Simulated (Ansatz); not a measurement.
**GaB2As3: the band gap up the ladder of functionals**

An exercise on one series of results from a longer session: the logs are not shown, and one member is left open.

The runs shown are made with Ansatz 0.2.0. PAW datasets, plane waves. Spin-unpolarised throughout. Whether this structure exists isn't addressed.

## The cell

The cell was relaxed beforehand with r2SCAN.

The symmetry is P3m1 (No. 156, trigonal); a = 3.583 Å, c = 8.926 Å in the conventional setting, 16.54 Å³ an atom. Around B lie 4 As at 2.07–2.17 Å; around Ga lie 4 As at 2.31–2.43 Å; around As lie 4 B at 2.07–2.17 Å; around As lie 3 B at 2.17 Å and 1 Ga at 2.43 Å.

Coordinates:

```cif
data_structure
_symmetry_space_group_name_H-M 'P3m1'
_symmetry_Int_Tables_number 156
_cell_length_a 3.5827
_cell_length_b 3.5827
_cell_length_c 8.9262
_cell_angle_alpha 90.000
_cell_angle_beta 90.000
_cell_angle_gamma 120.000
_cell_volume 99.22
loop_
_atom_site_label
_atom_site_type_symbol
_atom_site_symmetry_multiplicity
_atom_site_Wyckoff_symbol
_atom_site_fract_x
_atom_site_fract_y
_atom_site_fract_z
_atom_site_occupancy
B1 B 1 a 0.00000 0.00000 0.98847 1
B2 B 1 c 0.66667 0.33333 0.68237 1
Ga1 Ga 1 b 0.33333 0.66667 0.33612 1
As1 As 1 c 0.66667 0.33333 0.91474 1
As2 As 1 b 0.33333 0.66667 0.60832 1
As3 As 1 a 0.00000 0.00000 0.21998 1
```

Set-up of the first run:

The input, input.yaml:

```yaml
crystal:
  lattice:
    - [3.5826624461, 0.0, 0.0]
    - [-1.791331223, 3.1026766915, 0.0]
    - [0.0, 0.0, 8.9262393089]
  atoms:
    - { symbol: B, position: [0.0, 0.0, -0.0115296782] }
    - { symbol: B, position: [0.6666666667, 0.3333333333, 0.682374353] }
    - { symbol: Ga, position: [0.3333333333, 0.6666666667, 0.3361152793] }
    - { symbol: As, position: [0.6666666667, 0.3333333333, 0.91474426] }
    - { symbol: As, position: [0.3333333333, 0.6666666667, 0.6083188827] }
    - { symbol: As, position: [0.0, 0.0, 0.2199769031] }
kpoints:
  mp_grid: { grid: [12, 12, 4] }
  band_path:
    path:
      - [[0.0, 0.0, 0.0], [0.5, 1.424073155272e-18, -4.569145074288e-18], [0.3333333333333, 0.3333333333333, -5.534719042121e-18], [0.0, 0.0, 0.0], [-1.698044742378e-35, -3.691231870393e-36, 0.5], [0.5, 1.307547343842e-18, 0.5], [0.3333333333333, 0.3333333333333, 0.5], [-1.698044742378e-35, -3.691231870393e-36, 0.5]]
      - [[0.5, 1.307547343842e-18, 0.5], [0.5, 1.424073155272e-18, -4.569145074288e-18]]
      - [[0.3333333333333, 0.3333333333333, 0.5], [0.3333333333333, 0.3333333333333, -5.534719042121e-18]]
    npoints: 10
hamiltonian:
  xc: pbe
scf:
  occupations: { method: fermi_dirac, width: 0.02 }
  n_extra_bands: 5
output:
  forces: true
  stress: true
  eigenvalues: true
  write_density: true
  write_potential: true
  elf: true
  volumetric_format: npy
```

Launch:

```bash
$ ansatz run input.yaml --threads 4 --pin off --max-ram 6451MiB --backend cpu --events-out ev --progress --plain --runs-dir out
```

Steps of the session up to this table: Band structure with PBE; r2SCAN; HSE06; PBE+SOC at the same geometry; Single point with PBE0.

One of the session's tables, all rows but one given; the rest of the session is left out.

```
  level  gap (eV)
    PBE         ?
 r2SCAN      0.43
  HSE06      0.81
PBE+SOC      0.08
   PBE0      1.46
```

Q: Estimate the row for PBE from the others.

**Answer.** gap (eV): 0.24. In the column «gap (eV)» it lies between PBE+SOC (0.08) and r2SCAN (0.43).

Meshes: PBE 12×12×4, r2SCAN 12×12×4, HSE06 6×6×2, PBE+SOC 12×12×4, PBE0 6×6×2

What this shows: The gap runs from 0.08 eV (PBE+SOC) to 1.46 eV (PBE0). Against HSE06, PBE is short by 0.57 eV, at 30 % of it, and r2SCAN 53 %. PBE0 lies 0.65 eV above HSE06, which differs from it by screening the long-range exchange.

Caveats from the session: Warnings in the runs' records: stress exchange threshold loose, stress scf threshold loose.
